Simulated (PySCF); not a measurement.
# C₃H₇ClOSi: electronic excitations at several levels of theory

How much do the electronic excitations of C₃H₇ClOSi (`CO/C=C\[SiH2]Cl`) depend on the level of theory, and what does each level cost?

Computed with PySCF 2.14.0, with density-fitted response routines of our own, on a single molecule in the gas phase. Atoms count from 0, in the outputs and in this text.

### 1 The molecule as given

13 atoms, charge 0, multiplicity 1; geometry from: GFN2-xTB. The atoms were then displaced at random by about 0.01 Å, so the start is not that level's minimum.

Bonds of the start (Å): C0–O1 1.39, O1–C2 1.35, C2–C3 1.38, C3–Si4 1.85, Si4–Cl5 2.03, C0–H6 1.07, C0–H7 1.12, C0–H8 1.08, C2–H9 1.07, C3–H10 1.06, Si4–H11 1.45, Si4–H12 1.47.

### 2 Relaxing the molecule at PBE0-D3(BJ)/def2-SVP

What the job is given:

```
{"job": {"xc": "PBE0", "basis": "def2-SVP", "d3": "d3bj", "grid": 1, "shake": 0.01, "kind": "geom"}, "charge": 0, "multiplicity": 1}
C     -2.241820    -0.579750     0.275130
O     -0.867850    -0.404650     0.256200
C     -0.395580     0.631010    -0.478090
C      0.966330     0.854810    -0.565590
Si     2.161940    -0.265520     0.293160
Cl     4.006250     0.459950    -0.135180
H     -2.461050    -1.409100     0.914390
H     -2.743470     0.339820     0.669960
H     -2.651050    -0.749600    -0.714330
H     -1.118980     1.257300    -0.950110
H      1.251130     1.690600    -1.144300
H      2.109830    -1.633930    -0.180220
H      1.990120    -0.207830     1.748650
```

Launch:

```console
> OMP_NUM_THREADS=1 python probes_run.py task.json out
```

The driver reads the jobs from task.json and runs them one after another.

Output:

```text
step   0  E = -942.58945889  max force = 0.059391
step   1  E = -942.59537723  max force = 0.013713
step   2  E = -942.59626665  max force = 0.007832
step   3  E = -942.59616679  max force = 0.009299
step   4  E = -942.59669706  max force = 0.003686
step   5  E = -942.59685193  max force = 0.001172
step   6  E = -942.59688886  max force = 0.000518
step   7  E = -942.59691827  max force = 0.000492
step   8  E = -942.59693668  max force = 0.000390
step   9  E = -942.59694742  max force = 0.000252
optimisation converged
```

It took 68 s on 1 thread of Arm Neoverse V1, shared host; peak memory 0.51 GiB.

Relaxation path: (the energy doesn't fall at every step)

```
step  energy from step 0 (eV)  largest force component (eV/Å)
   0                   0.0000                          3.0540
   1                  -0.1610                          0.7052
   2                  -0.1852                          0.4027
   3                  -0.1825                          0.4782
   4                  -0.1970                          0.1895
   5                  -0.2012                          0.0603
   6                  -0.2022                          0.0266
   7                  -0.2030                          0.0253
   8                  -0.2035                          0.0201
   9                  -0.2038                          0.0130
```

Close pairs (by a distance rule), those that changed most:

```
   bond  before (Å)  after (Å)  change (Å)
Si4–Cl5       2.028      2.079      +0.051
  C2–C3       1.383      1.340      -0.043
Si4–H11       1.449      1.491      +0.042
 C3–H10       1.056      1.093      +0.037
  C2–H9       1.067      1.100      +0.033
  C0–H6       1.070      1.097      +0.027
Si4–H12       1.467      1.491      +0.024
  C0–H8       1.084      1.104      +0.020
```

The next job starts from the end point, and lists it.

```
                         at the end point                 value
  point group (found at 0.08 Å tolerance)                    C1
rotational constants (GHz, main isotopes)  10.191, 0.823, 0.773
                        dipole moment (D)                  4.48
```

### 3 TDDFT and polarisability: PBE0/def2-SVP

What the job is given:

```
{"job": {"kind": "uv", "xc": "PBE0", "basis": "def2-SVP"}, "charge": 0, "multiplicity": 1}
C     -2.238298    -0.376116     0.534688
O     -0.844674    -0.286659     0.382369
C     -0.371753     0.676607    -0.426109
C      0.939438     0.783404    -0.680541
Si     2.151849    -0.414858     0.048636
Cl     4.055501     0.157941    -0.559998
H     -2.432470    -1.169454     1.267062
H     -2.665090     0.568789     0.913029
H     -2.732943    -0.641342    -0.415694
H     -1.126460     1.357242    -0.846176
H      1.267790     1.591278    -1.338776
H      1.930368    -1.809471    -0.431094
H      2.141864    -0.409753     1.539219
```

Level: TDDFT PBE0/def2-SVP, vertical, gas phase, core orbitals frozen in the response.

Output:

```text
coarse grid: 11936 points
cycle   1  E = -942.4115121680  dE =  5.298e-01  |g| = 5.239e-01  |ddm| = 3.581e+00
cycle   2  E = -942.3808449472  dE =  3.067e-02  |g| = 6.591e-01  |ddm| = 1.280e+00
cycle   3  E = -942.4716702301  dE = -9.083e-02  |g| = 7.673e-02  |ddm| = 7.153e-01
cycle   4  E = -942.4727783877  dE = -1.108e-03  |g| = 2.472e-02  |ddm| = 9.391e-02
cycle   5  E = -942.4729328628  dE = -1.545e-04  |g| = 5.294e-03  |ddm| = 3.176e-02
cycle   6  E = -942.4729373685  dE = -4.506e-06  |g| = 3.281e-03  |ddm| = 8.308e-03
cycle   7  E = -942.4729401135  dE = -2.745e-06  |g| = 5.614e-04  |ddm| = 3.738e-03
final grid: 106112 points
cycle   8  E = -942.5872398658  dE = -1.508e-05  |g| = 8.723e-03  |ddm| = 2.356e-02
cycle   9  E = -942.5872243766  dE =  1.549e-05  |g| = 1.264e-02  |ddm| = 1.657e-02
cycle  10  E = -942.5872553814  dE = -3.100e-05  |g| = 1.550e-03  |ddm| = 1.088e-02
cycle  11  E = -942.5872559683  dE = -5.870e-07  |g| = 2.356e-04  |ddm| = 1.770e-03
cycle  12  E = -942.5872559813  dE = -1.292e-08  |g| = 8.656e-05  |ddm| = 3.104e-04
cycle  13  E = -942.5872559832  dE = -1.899e-09  |g| = 1.587e-05  |ddm| = 9.040e-05
cycle  14  E = -942.5872559832  dE = -6.798e-11  |g| = 2.286e-06  |ddm| = 2.416e-05
converged SCF energy = -942.5872559832

Static polarisability (au): isotropic 69.512, principal 48.843 60.325 99.370

Singlet excitations
state   eV       nm        f      main configurations
  1   6.2436    198.6   0.40178   H->L 0.95
  2   6.4036    193.6   0.00705   H->L+1 0.98
  3   6.9228    179.1   0.00170   H-2->L 0.92
  4   7.1972    172.3   0.03728   H-1->L 0.99
  5   7.4856    165.6   0.00842   H->L+2 0.89
  6   7.7556    159.9   0.00106   H-1->L+1 0.94
  7   7.8248    158.5   0.00285   H-2->L+1 0.96
  8   7.8421    158.1   0.00131   H->L+3 0.90
  9   8.0350    154.3   0.00018   H-3->L 0.88
 10   8.1896    151.4   0.00057   H->L+4 0.91

Triplet excitations (Tamm-Dancoff, eV): 3.8595 6.2494 6.5215 6.8844
```

Run time: 17 s. Hardware: 1 thread of Arm Neoverse V1, shared host; peak memory 0.61 GiB.

The orbitals next to the gap, with their largest atomic shares:

```
orbital     eV                        atoms
 HOMO−3  -9.69  Cl5 23 %, O1 20 %, Si4 15 %
 HOMO−2  -8.39   Cl5 67 %, C3 12 %, Si4 8 %
 HOMO−1  -8.34   Cl5 70 %, H11 9 %, Si4 9 %
   HOMO  -6.91    C3 42 %, O1 25 %, C2 19 %
   LUMO  -0.18   C2 40 %, C3 26 %, Si4 14 %
 LUMO+1   0.93  Si4 57 %, Cl5 16 %, H10 6 %
 LUMO+2   1.82    H7 22 %, H8 19 %, C0 14 %
```

With each of the 10 states as a Gaussian band of 0.4 eV half-width at 1/e, the curve within the window shown has maxima at 198 nm (ε 17,000), 172 nm (ε 1,800) L/(mol cm). Beyond the last state computed it falls off for lack of states. The curve at chosen wavelengths:

nm, ε (L/mol/cm) and a bar:
```
      146         28 
      149         74 
      152        158 
      155        291 
      158        488 #
      161        773 #
      164       1148 ##
      166       1412 ###
      169       1723 ###
      172       1836 ###
      175       1796 ###
      178       1883 ###
      181       2537 #####
      184       4168 ########
      187       6891 #############
      190      10328 ###################
      193      13650 #########################
      196      15913 #############################
      199      16490 ##############################
      201      15888 #############################
      204      13807 #########################
      207      10924 ####################
      210       7932 ##############
      213       5325 ##########
      216       3328 ######
      219       1949 ###
```

Ground-state properties from the same run:

```
           property  computed
  dipole moment (D)      4.48
polarisability (Å³)     10.30
 HOMO–LUMO gap (eV)      6.73
      −ε(HOMO) (eV)      6.91
```

### 4 Ultraviolet spectrum: PBE0/def2-TZVP

Settings changed since step 3:

```diff
@@ -1,2 +1,2 @@
-{"job": {"kind": "uv", "xc": "PBE0", "basis": "def2-SVP"}, "charge": 0, "multiplicity": 1}
+{"job": {"kind": "uv", "xc": "PBE0", "basis": "def2-TZVP"}, "charge": 0, "multiplicity": 1}
 C     -2.238298    -0.376116     0.534688
```

Method: TDDFT PBE0/def2-TZVP, vertical, gas phase, core orbitals frozen in the response.

Output:

```text
coarse grid: 11936 points
cycle   1  E = -943.0057093633  dE =  5.619e-01  |g| = 5.639e-01  |ddm| = 2.666e+00
cycle   2  E = -942.9631377291  dE =  4.257e-02  |g| = 7.417e-01  |ddm| = 1.154e+00
cycle   3  E = -943.0690749308  dE = -1.059e-01  |g| = 8.971e-02  |ddm| = 7.295e-01
cycle   4  E = -943.0703130742  dE = -1.238e-03  |g| = 3.764e-02  |ddm| = 8.560e-02
cycle   5  E = -943.0705848310  dE = -2.718e-04  |g| = 1.056e-02  |ddm| = 3.141e-02
cycle   6  E = -943.0706060805  dE = -2.125e-05  |g| = 4.816e-03  |ddm| = 1.078e-02
cycle   7  E = -943.0706116989  dE = -5.618e-06  |g| = 9.534e-04  |ddm| = 4.177e-03
final grid: 106112 points
cycle   8  E = -943.0644282674  dE = -4.212e-05  |g| = 9.704e-03  |ddm| = 5.653e-02
cycle   9  E = -943.0644118093  dE =  1.646e-05  |g| = 1.362e-02  |ddm| = 1.270e-02
cycle  10  E = -943.0644449836  dE = -3.317e-05  |g| = 1.816e-03  |ddm| = 8.811e-03
cycle  11  E = -943.0644456520  dE = -6.684e-07  |g| = 3.344e-04  |ddm| = 1.853e-03
cycle  12  E = -943.0644456727  dE = -2.074e-08  |g| = 1.859e-04  |ddm| = 3.495e-04
cycle  13  E = -943.0644456814  dE = -8.681e-09  |g| = 2.545e-05  |ddm| = 1.326e-04
cycle  14  E = -943.0644456816  dE = -1.396e-10  |g| = 5.640e-06  |ddm| = 2.570e-05
converged SCF energy = -943.0644456816

Static polarisability (au): isotropic 80.028, principal 58.800 69.366 111.918

Singlet excitations
state   eV       nm        f      main configurations
  1   6.0471    205.0   0.38518   H->L 0.94
  2   6.1490    201.6   0.01391   H->L+1 0.96
  3   6.8566    180.8   0.00065   H-2->L 0.89
  4   7.0981    174.7   0.01107   H->L+2 0.92
  5   7.1681    173.0   0.02543   H-1->L 0.98
  6   7.2577    170.8   0.01036   H->L+3 0.96
  7   7.5322    164.6   0.00669   H->L+4 0.71, H->L+5 0.14, H-1->L+1 0.11
  8   7.5828    163.5   0.00164   H-1->L+1 0.82, H->L+4 0.12
  9   7.6491    162.1   0.00859   H-2->L+1 0.95
 10   7.7325    160.3   0.01258   H->L+5 0.78, H->L+4 0.13

Triplet excitations (Tamm-Dancoff, eV): 3.8220 6.0028 6.4346 6.8591
```

Wall time 47 s (1 thread of Arm Neoverse V1, shared host); peak memory 0.89 GiB.

Key values: HOMO -6.99 eV, LUMO -0.37 eV; lowest singlet 6.05 eV.

### 5 TDDFT and polarisability: PBE0/aug-cc-pVDZ

Settings changed since step 4:

```diff
@@ -1,2 +1,2 @@
-{"job": {"kind": "uv", "xc": "PBE0", "basis": "def2-TZVP"}, "charge": 0, "multiplicity": 1}
+{"job": {"kind": "uv", "xc": "PBE0", "basis": "aug-cc-pVDZ"}, "charge": 0, "multiplicity": 1}
 C     -2.238298    -0.376116     0.534688
```

With the program's defaults for keys left out, this is: TDDFT PBE0/aug-cc-pVDZ, vertical, gas phase, core orbitals frozen in the response.

Output:

```text
coarse grid: 11936 points
cycle   1  E = -942.9143600717  dE =  6.113e-01  |g| = 5.212e-01  |ddm| = 1.021e+01
cycle   2  E = -942.8755701193  dE =  3.879e-02  |g| = 6.863e-01  |ddm| = 2.642e+00
cycle   3  E = -942.9742411354  dE = -9.867e-02  |g| = 8.082e-02  |ddm| = 1.222e+00
cycle   4  E = -942.9754297980  dE = -1.189e-03  |g| = 2.799e-02  |ddm| = 2.355e-01
cycle   5  E = -942.9756087460  dE = -1.789e-04  |g| = 9.518e-03  |ddm| = 9.252e-02
cycle   6  E = -942.9756284358  dE = -1.969e-05  |g| = 3.747e-03  |ddm| = 2.430e-02
cycle   7  E = -942.9756321792  dE = -3.743e-06  |g| = 5.617e-04  |ddm| = 7.714e-03
final grid: 106112 points
cycle   8  E = -942.9930426381  dE = -1.694e-05  |g| = 8.658e-03  |ddm| = 1.845e-01
cycle   9  E = -942.9930285643  dE =  1.407e-05  |g| = 1.228e-02  |ddm| = 5.955e-02
cycle  10  E = -942.9930584329  dE = -2.987e-05  |g| = 1.721e-03  |ddm| = 2.524e-02
cycle  11  E = -942.9930591344  dE = -7.015e-07  |g| = 2.149e-04  |ddm| = 3.187e-03
cycle  12  E = -942.9930591439  dE = -9.549e-09  |g| = 1.137e-04  |ddm| = 6.722e-04
cycle  13  E = -942.9930591472  dE = -3.276e-09  |g| = 1.936e-05  |ddm| = 3.255e-04
cycle  14  E = -942.9930591473  dE = -9.777e-11  |g| = 4.838e-06  |ddm| = 7.434e-05
converged SCF energy = -942.9930591473

Static polarisability (au): isotropic 86.510, principal 65.351 75.525 118.653

Singlet excitations
state   eV       nm        f      main configurations
  1   5.7258    216.5   0.01332   H->L+1 0.81, H->L+2 0.10
  2   5.9448    208.6   0.37547   H->L 0.95
  3   6.0960    203.4   0.01372   H->L+2 0.81, H->L+1 0.13
  4   6.2977    196.9   0.00818   H->L+3 0.87
  5   6.4591    192.0   0.00245   H->L+4 0.91
  6   6.8097    182.1   0.00564   H-2->L 0.52, H->L+6 0.28
  7   6.8263    181.6   0.01323   H->L+5 0.90
  8   6.9093    179.4   0.00709   H->L+6 0.51, H-2->L 0.35
  9   7.0847    175.0   0.00004   H->L+7 0.84, H->L+6 0.10
 10   7.1100    174.4   0.02184   H-1->L 0.96

Triplet excitations (Tamm-Dancoff, eV): 3.8232 5.6316 6.0066 6.2359
```

It took 42 s on 1 thread of Arm Neoverse V1, shared host; peak memory 1 GiB.

This run: HOMO -6.99 eV, LUMO -0.45 eV; lowest singlet 5.73 eV.

### 6 Ultraviolet spectrum: PBE0/6-31+G*

Settings changed since step 5:

```diff
@@ -1,2 +1,2 @@
-{"job": {"kind": "uv", "xc": "PBE0", "basis": "aug-cc-pVDZ"}, "charge": 0, "multiplicity": 1}
+{"job": {"kind": "uv", "xc": "PBE0", "basis": "6-31+G*"}, "charge": 0, "multiplicity": 1}
 C     -2.238298    -0.376116     0.534688
```

With the program's defaults for keys left out, this is: TDDFT PBE0/6-31+G*, vertical, gas phase, core orbitals frozen in the response.

Output:

```text
coarse grid: 11936 points
cycle   1  E = -942.9285349601  dE =  5.946e-01  |g| = 5.178e-01  |ddm| = 3.889e+00
cycle   2  E = -942.8949046733  dE =  3.363e-02  |g| = 6.663e-01  |ddm| = 3.538e+00
cycle   3  E = -942.9899029190  dE = -9.500e-02  |g| = 7.922e-02  |ddm| = 1.714e+00
cycle   4  E = -942.9910828255  dE = -1.180e-03  |g| = 2.570e-02  |ddm| = 4.253e-01
cycle   5  E = -942.9912353795  dE = -1.526e-04  |g| = 8.780e-03  |ddm| = 9.454e-02
cycle   6  E = -942.9912519657  dE = -1.659e-05  |g| = 3.564e-03  |ddm| = 3.147e-02
cycle   7  E = -942.9912553489  dE = -3.383e-06  |g| = 4.362e-04  |ddm| = 1.545e-02
final grid: 106112 points
cycle   8  E = -942.9294668738  dE = -1.288e-05  |g| = 8.883e-03  |ddm| = 7.968e-02
cycle   9  E = -942.9294511074  dE =  1.577e-05  |g| = 1.280e-02  |ddm| = 1.940e-02
cycle  10  E = -942.9294836369  dE = -3.253e-05  |g| = 1.722e-03  |ddm| = 1.129e-02
cycle  11  E = -942.9294843577  dE = -7.208e-07  |g| = 2.128e-04  |ddm| = 3.589e-03
cycle  12  E = -942.9294843674  dE = -9.705e-09  |g| = 1.004e-04  |ddm| = 4.709e-04
cycle  13  E = -942.9294843700  dE = -2.537e-09  |g| = 1.578e-05  |ddm| = 3.305e-04
cycle  14  E = -942.9294843700  dE = -6.867e-11  |g| = 3.952e-06  |ddm| = 4.471e-05
converged SCF energy = -942.9294843700

Static polarisability (au): isotropic 76.717, principal 56.906 65.882 107.364

Singlet excitations
state   eV       nm        f      main configurations
  1   5.8532    211.8   0.00779   H->L+1 0.90
  2   6.0701    204.3   0.39264   H->L 0.95
  3   6.2692    197.8   0.02084   H->L+2 0.91
  4   6.5881    188.2   0.00732   H->L+3 0.59, H->L+4 0.34
  5   6.6556    186.3   0.00533   H->L+4 0.58, H->L+3 0.33
  6   6.9218    179.1   0.00285   H-2->L 0.72, H->L+5 0.18
  7   7.0405    176.1   0.00599   H->L+5 0.71, H-2->L 0.20
  8   7.2121    171.9   0.04341   H-1->L 0.86, H->L+6 0.10
  9   7.2372    171.3   0.01291   H->L+6 0.87, H-1->L 0.10
 10   7.3721    168.2   0.01246   H-1->L+1 0.50, H-1->L+2 0.44

Triplet excitations (Tamm-Dancoff, eV): 3.8478 5.7405 6.1932 6.4994
```

Wall time 21 s (1 thread of Arm Neoverse V1, shared host); peak memory 0.66 GiB.

In short: HOMO -7.01 eV, LUMO -0.38 eV; lowest singlet 5.85 eV.

### 7 Side by side: electronic excitations

Excitations and ground-state properties, with basis size and wall time:

```
             run  lowest singlet (eV)  brightest (eV)      f  gap (eV)  α (Å³)  μ (D)  functions  time
   PBE0/def2-SVP                 6.24            6.24  0.402      6.73   10.30   4.48        127  17 s
  PBE0/def2-TZVP                 6.05            6.05  0.385      6.62   11.86   4.32        240  47 s
PBE0/aug-cc-pVDZ                 5.73            5.94  0.375      6.54   12.82   4.39        209  42 s
    PBE0/6-31+G*                 5.85            6.07  0.393      6.62   11.37   4.76        130  21 s
```

### 8 Outcome

| quantity | value |
| --- | --- |
| point group | C1 |
| rotational constants (main isotopes) | 10.19, 0.82, 0.77 GHz |
| lowest singlet (PBE0/def2-SVP) | 6.24 eV (199 nm), f = 0.402 |
| lowest triplet | 3.86 eV |
| range of the lowest singlet | 5.73 to 6.24 eV |

Single values in the summary come from the first run of each kind that ended normally (PBE0/def2-SVP), which need not be the best level. Over 9 steps the energy fell by 0.204 eV; of the close pairs, Si4–Cl5 changed most, 2.028 to 2.079 Å. No frequency check was run at this level, so the end point may be a saddle. The first singlet state (HOMO→LUMO 0.95) lies at 6.24 eV and is bright. The lowest triplet lies 2.38 eV below the lowest singlet (triplets in Tamm-Dancoff, singlets in full TDDFT). The lowest singlet runs from 5.73 eV (PBE0/aug-cc-pVDZ) to 6.24 eV (PBE0/def2-SVP), while the orbital gap spans 6.54 to 6.73 eV. The lowest state need not be the same one in every run.
